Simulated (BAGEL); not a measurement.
# One shape, several levels: singlet GeNH4O−

Aim: a comparison of 6 runs (HF/3-21G, HF/6-31G*, B3LYP/6-31G*, B3LYP/def2-SVPD, PBE0/def2-SVPD, RI-MP2/def2-SVPD) of singlet GeNH4O−. 

Program for the calculation: BAGEL 1.2.2.

27 further runs of the same task are left out: 2 that didn't finish, 25 set aside as unsound or not needed.

## 1. The molecule

GeNH4O− has 7 atoms, charge -1, and is taken as a singlet. As SMILES of the parent species, `[NH][GeH2][OH]`. The coordinates come from a PBE0-D4/def2-TZVP relaxation. This is one conformer, not always the lowest. That shape belongs to the parent species and isn't relaxed for this state.

Bond lengths: N1–Ge2 1.860 Å, Ge2–O3 1.772 Å, N1–H4 1.025 Å, Ge2–H5 1.544 Å, Ge2–H6 1.536 Å, O3–H7 0.961 Å. Angles: N1–Ge2–O3 106.5°, N1–Ge2–H5 107.6°, N1–Ge2–H6 113.8°, O3–Ge2–H5 110.8°, O3–Ge2–H6 105.4°, Ge2–N1–H4 110.2°, Ge2–O3–H7 111.8°, H5–Ge2–H6 112.6°.

## 2. The energy at HF/3-21G (density fitting with qzvpp-jkfit) (run 1)

calc.json

```json
{ "bagel": [

{
  "title": "molecule",
  "basis": "3-21g",
  "df_basis": "qzvpp-jkfit",
  "angstrom": true,
  "geometry": [
    { "atom": "N", "xyz": [   -1.180000,   -0.629600,   -0.704300 ] },
    { "atom": "Ge", "xyz": [    0.091800,    0.357900,    0.227300 ] },
    { "atom": "O", "xyz": [    1.488100,   -0.708500,    0.454200 ] },
    { "atom": "H", "xyz": [   -2.073700,   -0.127300,   -0.724700 ] },
    { "atom": "H", "xyz": [    0.468500,    1.575300,   -0.644200 ] },
    { "atom": "H", "xyz": [   -0.348300,    0.758200,    1.642900 ] },
    { "atom": "H", "xyz": [    1.614800,   -1.294000,   -0.296700 ] }
  ]
},
{ "title": "hf", "charge": -1 },
{ "title": "print", "file": "orbitals.molden", "orbitals": true }

]}
```

Started as:

```sh
$ BAGEL_NUM_THREADS=1 BAGEL calc.json > calc.out
```

What it wrote:

```text
* using 1 threads per process

  ===============================================================
  ===============================================================

  *** Geometry ***

  { "atom" : "N", "xyz" : [     -2.229877,     -1.189772,     -1.330934 ] },
  { "atom" : "Ge", "xyz" : [      0.173477,      0.676333,      0.429535 ] },
  { "atom" : "O", "xyz" : [      2.812101,     -1.338871,      0.858314 ] },
  { "atom" : "H", "xyz" : [     -3.918725,     -0.240562,     -1.369485 ] },
  { "atom" : "H", "xyz" : [      0.885337,      2.976886,     -1.217362 ] },
  { "atom" : "H", "xyz" : [     -0.658192,      1.432790,      3.104631 ] },
  { "atom" : "H", "xyz" : [      3.051530,     -2.445306,     -0.560682 ] },

  Number of auxiliary basis functions:      492

  Since a DF basis is specified, we compute 2- and 3-index integrals:
    o Being stored without compression. Storage requirement is 0.009 GB

  Number of basis functions:       48
  Number of electrons      :       51

    * METHOD: MOLECULE                             0.19

  *** RHF ***

  === Nuclear Repulsion ===
   203.9485575824

      * DIIS with orbital gradients will be used.

  === RHF iteration (3-21g) ===
      0      -2195.89212850          0.03975902           0.04
      1      -2196.04418043          0.02706615           0.04
      2      -2196.19343761          0.00295174           0.04
      3      -2196.19542835          0.00117946           0.04
      4      -2196.19579038          0.00022296           0.04
      5      -2196.19583408          0.00007211           0.04
      6      -2196.19583866          0.00001271           0.04
      7      -2196.19583884          0.00000426           0.04
      8      -2196.19583886          0.00000156           0.04
      9      -2196.19583886          0.00000047           0.04
     10      -2196.19583886          0.00000015           0.04
     11      -2196.19583886          0.00000007           0.04
     12      -2196.19583886          0.00000003           0.04
     13      -2196.19583886          0.00000001           0.04
    * SCF iteration converged.

    * Permanent dipole moment:
           (   -0.966877,    -0.956556,    -0.437532) a.u.

    * METHOD: HF                                   0.70

    * METHOD: PRINT                                0.01

  ===============================================================
```

It took 1 s on 1 thread of Arm Neoverse V1, shared host.

## 3. The energy at HF/6-31G(d) (density fitting with qzvpp-jkfit, spherical functions) (run 2)

input.json

```json
{ "bagel": [

{
  "title": "molecule",
  "basis": "6-31gs.json",
  "df_basis": "qzvpp-jkfit",
  "angstrom": true,
  "geometry": [
    { "atom": "N", "xyz": [      -1.180000,      -0.629600,      -0.704300 ] },
    { "atom": "Ge", "xyz": [       0.091800,       0.357900,       0.227300 ] },
    { "atom": "O", "xyz": [       1.488100,      -0.708500,       0.454200 ] },
    { "atom": "H", "xyz": [      -2.073700,      -0.127300,      -0.724700 ] },
    { "atom": "H", "xyz": [       0.468500,       1.575300,      -0.644200 ] },
    { "atom": "H", "xyz": [      -0.348300,       0.758200,       1.642900 ] },
    { "atom": "H", "xyz": [       1.614800,      -1.294000,      -0.296700 ] }
  ]
},

{
  "title": "hf",
  "charge": -1
},

{
  "title": "print",
  "file": "orbitals.molden",
  "orbitals": true
}

]}
```

The basis set 6-31G* is read from a file made from the Basis Set Exchange's data (not shown).

Started as:

```sh
$ BAGEL_NUM_THREADS=1 BAGEL input.json > input.out
```

What it wrote:

```text
* using 1 threads per process

  ===============================================================
  ===============================================================

  *** Geometry ***

  { "atom" : "N", "xyz" : [     -2.229877,     -1.189772,     -1.330934 ] },
  { "atom" : "Ge", "xyz" : [      0.173477,      0.676333,      0.429535 ] },
  { "atom" : "O", "xyz" : [      2.812101,     -1.338871,      0.858314 ] },
  { "atom" : "H", "xyz" : [     -3.918725,     -0.240562,     -1.369485 ] },
  { "atom" : "H", "xyz" : [      0.885337,      2.976886,     -1.217362 ] },
  { "atom" : "H", "xyz" : [     -0.658192,      1.432790,      3.104631 ] },
  { "atom" : "H", "xyz" : [      3.051530,     -2.445306,     -0.560682 ] },

  Number of auxiliary basis functions:      492

  Since a DF basis is specified, we compute 2- and 3-index integrals:
    o Being stored without compression. Storage requirement is 0.018 GB

  Number of basis functions:       68
  Number of electrons      :       51

    * METHOD: MOLECULE                             0.25

  *** RHF ***

  === Nuclear Repulsion ===
   203.9485575824

      * DIIS with orbital gradients will be used.

  === RHF iteration (6-31gs.json) ===
      0      -2206.23476040          0.03253706           0.06
      1      -2206.40561240          0.02467636           0.06
      2      -2206.64653609          0.00240246           0.06
      3      -2206.64882297          0.00116137           0.06
      4      -2206.64937255          0.00018599           0.06
      5      -2206.64940736          0.00007189           0.06
      6      -2206.64941369          0.00003589           0.06
      7      -2206.64941506          0.00001070           0.06
      8      -2206.64941517          0.00000365           0.06
      9      -2206.64941518          0.00000190           0.06
     10      -2206.64941518          0.00000066           0.06
     11      -2206.64941518          0.00000034           0.06
     12      -2206.64941518          0.00000017           0.06
     13      -2206.64941518          0.00000008           0.06
     14      -2206.64941518          0.00000004           0.06
     15      -2206.64941518          0.00000002           0.06
     16      -2206.64941518          0.00000001           0.06
    * SCF iteration converged.

    * Permanent dipole moment:
           (   -1.025191,    -1.021513,    -0.546064) a.u.

    * METHOD: HF                                   1.22

    * METHOD: PRINT                                0.01

  ===============================================================
```

Run time: 1.6 s. Hardware: 1 thread of Arm Neoverse V1, shared host; peak memory 0.1 GiB.

Run 3 isn't shown in full; the table further down has it.

## 4. The energy at B3LYP/def2-SVPD (density fitting with qzvpp-jkfit) (run 4)

job.json

```json
{ "bagel" : [

{
  "title" : "molecule",
  "basis" : "def2-svpd.json",
  "df_basis" : "qzvpp-jkfit",
  "angstrom" : true,
  "geometry" : [
    { "atom" : "N", "xyz" : [   -1.180000,   -0.629600,   -0.704300 ] },
    { "atom" : "Ge", "xyz" : [    0.091800,    0.357900,    0.227300 ] },
    { "atom" : "O", "xyz" : [    1.488100,   -0.708500,    0.454200 ] },
    { "atom" : "H", "xyz" : [   -2.073700,   -0.127300,   -0.724700 ] },
    { "atom" : "H", "xyz" : [    0.468500,    1.575300,   -0.644200 ] },
    { "atom" : "H", "xyz" : [   -0.348300,    0.758200,    1.642900 ] },
    { "atom" : "H", "xyz" : [    1.614800,   -1.294000,   -0.296700 ] }
  ]
},
{
  "title" : "ks",
  "xc_func" : "b3lyp",
  "charge" : -1
},
{
  "title" : "print",
  "file" : "orbitals.molden",
  "orbitals" : true
}

]}
```

The basis set def2-SVPD is read from a file made from the Basis Set Exchange's data (not shown).

Started as:

```sh
$ BAGEL_NUM_THREADS=1 BAGEL job.json > job.out
```

What it wrote:

```text
* using 1 threads per process

  ===============================================================
  ===============================================================

  *** Geometry ***

  { "atom" : "N", "xyz" : [     -2.229877,     -1.189772,     -1.330934 ] },
  { "atom" : "Ge", "xyz" : [      0.173477,      0.676333,      0.429535 ] },
  { "atom" : "O", "xyz" : [      2.812101,     -1.338871,      0.858314 ] },
  { "atom" : "H", "xyz" : [     -3.918725,     -0.240562,     -1.369485 ] },
  { "atom" : "H", "xyz" : [      0.885337,      2.976886,     -1.217362 ] },
  { "atom" : "H", "xyz" : [     -0.658192,      1.432790,      3.104631 ] },
  { "atom" : "H", "xyz" : [      3.051530,     -2.445306,     -0.560682 ] },

  Number of auxiliary basis functions:      492

  Since a DF basis is specified, we compute 2- and 3-index integrals:
    o Being stored without compression. Storage requirement is 0.050 GB

  Number of basis functions:      113
  Number of electrons      :       51

    * METHOD: MOLECULE                             0.30

  *** Kohn-Sham DFT ***

    * Removing 11361 points whose weight is below 1.00e-10
    * Grid points: 92981

  === Nuclear Repulsion ===
   203.9485575824

       - DIIS with orbital gradients will be used.

  === KS iteration (b3lyp / def2-svpd.json) ===
      0      -2129.66256077          0.07812969           0.52
      1      -1920.97547512          0.18746900           0.49
      2      -2123.03200490          0.08556629           0.49
      3      -2109.04407944          0.18301719           0.48
      4      -2112.29172177          0.17321069           0.48
      5      -2112.14233366          0.17540529           0.48
      6      -2112.03771272          0.17611384           0.49
      7      -2108.22474875          0.19694280           0.48
      8      -2128.48000538          0.10675405           0.49
      9      -2198.40554770          0.08776412           0.50
     10      -2123.96751810          0.19246371           0.48
     11      -2128.35412895          0.18522329           0.50
     12      -2129.34776649          0.18480575           0.50
     13      -2132.79747354          0.18166428           0.48
     14      -2173.80548294          0.13916617           0.49
     15      -2196.43464264          0.10899957           0.50
     16      -2207.96981732          0.03710411           0.50
     17      -2208.92331100          0.01669517           0.48
     18      -2208.96713260          0.01539155           0.48
     19      -2209.06215639          0.00728382           0.49
     20      -2209.09142777          0.00093280           0.50
     21      -2209.09189836          0.00028892           0.50
     22      -2209.09189868          0.00030401           0.48
     23      -2209.09194204          0.00006766           0.49
     24      -2209.09194449          0.00000352           0.49
     25      -2209.09194450          0.00000176           0.49
     26      -2209.09194450          0.00000023           0.49
     27      -2209.09194450          0.00000018           0.49
     28      -2209.09194450          0.00000006           0.49
     29      -2209.09194450          0.00000002           0.50
     30      -2209.09194450          0.00000001           0.49
     31      -2209.09194450          0.00000000           0.50
    * SCF iteration converged.

    * Permanent dipole moment:
           (   -0.940077,    -0.825869,    -0.500630) a.u.

    * METHOD: KS                                  16.25

    * METHOD: PRINT                                0.03

  ===============================================================
```

Wall time 17 s (1 thread of Arm Neoverse V1, shared host); peak memory 0.5 GiB.

Run 5 isn't shown in full; the table further down has it.

## 5. A single-point energy at RI-MP2/def2-SVPD (density fitting with qzvpp-jkfit) (run 6)

calc.json: that of step 2 with these lines changed.

```diff
@@ -4,5 +4,5 @@
   "title": "molecule",
-  "basis": "3-21g",
+  "basis": "def2-svpd.json",
   "df_basis": "qzvpp-jkfit",
-  "angstrom": true,
+  "angstrom": "true",
   "geometry": [
@@ -17,4 +17,11 @@
 },
-{ "title": "hf", "charge": -1 },
-{ "title": "print", "file": "orbitals.molden", "orbitals": true }
+{
+  "title": "hf",
+  "charge": -1
+},
+{
+  "title": "mp2",
+  "charge": -1,
+  "ncore": 11
+}
```

The basis set def2-SVPD is read from a file made from the Basis Set Exchange's data (not shown).

Started as:

```sh
$ BAGEL_NUM_THREADS=1 BAGEL calc.json > calc.out
```

What it wrote:

```text
* using 1 threads per process

  ===============================================================
  ===============================================================

  *** Geometry ***

  { "atom" : "N", "xyz" : [     -2.229877,     -1.189772,     -1.330934 ] },
  { "atom" : "Ge", "xyz" : [      0.173477,      0.676333,      0.429535 ] },
  { "atom" : "O", "xyz" : [      2.812101,     -1.338871,      0.858314 ] },
  { "atom" : "H", "xyz" : [     -3.918725,     -0.240562,     -1.369485 ] },
  { "atom" : "H", "xyz" : [      0.885337,      2.976886,     -1.217362 ] },
  { "atom" : "H", "xyz" : [     -0.658192,      1.432790,      3.104631 ] },
  { "atom" : "H", "xyz" : [      3.051530,     -2.445306,     -0.560682 ] },

  Number of auxiliary basis functions:      492

  Since a DF basis is specified, we compute 2- and 3-index integrals:
    o Being stored without compression. Storage requirement is 0.050 GB

  Number of basis functions:      113
  Number of electrons      :       51

    * METHOD: MOLECULE                             0.30

  *** RHF ***

  === Nuclear Repulsion ===
   203.9485575824

      * DIIS with orbital gradients will be used.

  === RHF iteration (def2-svpd.json) ===
      0      -2206.18557264          0.02597064           0.12
      1      -2206.30684616          0.02451765           0.11
      2      -2206.62359206          0.00205698           0.11
      3      -2206.62568760          0.00125278           0.11
      4      -2206.62663099          0.00014987           0.11
      5      -2206.62665892          0.00004533           0.12
      6      -2206.62666202          0.00001548           0.11
      7      -2206.62666248          0.00000488           0.11
      8      -2206.62666251          0.00000253           0.11
      9      -2206.62666252          0.00000098           0.12
     10      -2206.62666252          0.00000050           0.11
     11      -2206.62666252          0.00000022           0.12
     12      -2206.62666252          0.00000012           0.11
     13      -2206.62666252          0.00000005           0.11
     14      -2206.62666252          0.00000002           0.11
     15      -2206.62666252          0.00000001           0.12
     16      -2206.62666252          0.00000001           0.11
    * SCF iteration converged.

    * Permanent dipole moment:
           (   -1.078679,    -1.003004,    -0.599260) a.u.

    * METHOD: HF                                   2.24

  *** RHF ***

  === Nuclear Repulsion ===
   203.9485575824

      * DIIS with orbital gradients will be used.

  === RHF iteration (def2-svpd.json) ===
      0      -2206.62666252          0.00000000           0.11
    * SCF iteration converged.

    * Permanent dipole moment:
           (   -1.078679,    -1.003004,    -0.599260) a.u.

  === DF-MP2 calculation ===

    * freezing 11 orbitals
    * 3-index integral transformation done
    * assembly done

      MP2 correlation energy:   -0.6471270369      0.08

      MP2 total energy:       -2207.2737895578

    * METHOD: MP2                                  0.32

  ===============================================================
```

Run time: 3 s. Hardware: 1 thread of Arm Neoverse V1, shared host; peak memory 0.16 GiB.

## 6. The series

```tsv
run	level	frozen core orbitals	energy (Eh)	HOMO energy (eV)	LUMO energy (eV)	HOMO–LUMO gap (eV)	wall time
1	HF/3-21G (density fitting with qzvpp-jkfit)	–	-2196.195839	-1.36	10.22	11.59	1 s
2	HF/6-31G* (density fitting with qzvpp-jkfit, spherical functions)	–	-2206.649415	-1.79	8.88	10.67	1.6 s
3	B3LYP/6-31G* (density fitting with qzvpp-jkfit, spherical functions)	–	-2209.104047	1.78	5.81	4.04	9.3 s
4	B3LYP/def2-SVPD (density fitting with qzvpp-jkfit)	–	-2209.091944	0.64	4.28	3.64	17 s
5	PBE0/def2-SVPD (density fitting with qzvpp-jkfit)	–	-2208.631968	0.45	4.56	4.10	16 s
6	RI-MP2/def2-SVPD (density fitting with qzvpp-jkfit)	11	-2207.273790	–	–	–	3 s
```

## 7. Outcome

```
                                           quantity           value
                                run 6: total energy  -2207.27379 Eh
run 6: correlation energy (11 core orbitals frozen)      -647.1 mEh
```

In words: Over runs 1, 2, 3, 4, 5 the HOMO–LUMO gap runs from 3.64 eV (B3LYP/def2-SVPD) to 11.59 eV (HF/3-21G). The two ends differ in method and basis. The empty levels of an anion lie above zero and hang on the basis. Totals of different functionals can't be ranked against each other. In runs 3, 4, 5 the HOMO lies above zero, so the outermost electron may be held by the basis alone. All runs together took 48 s, the longest 17 s.
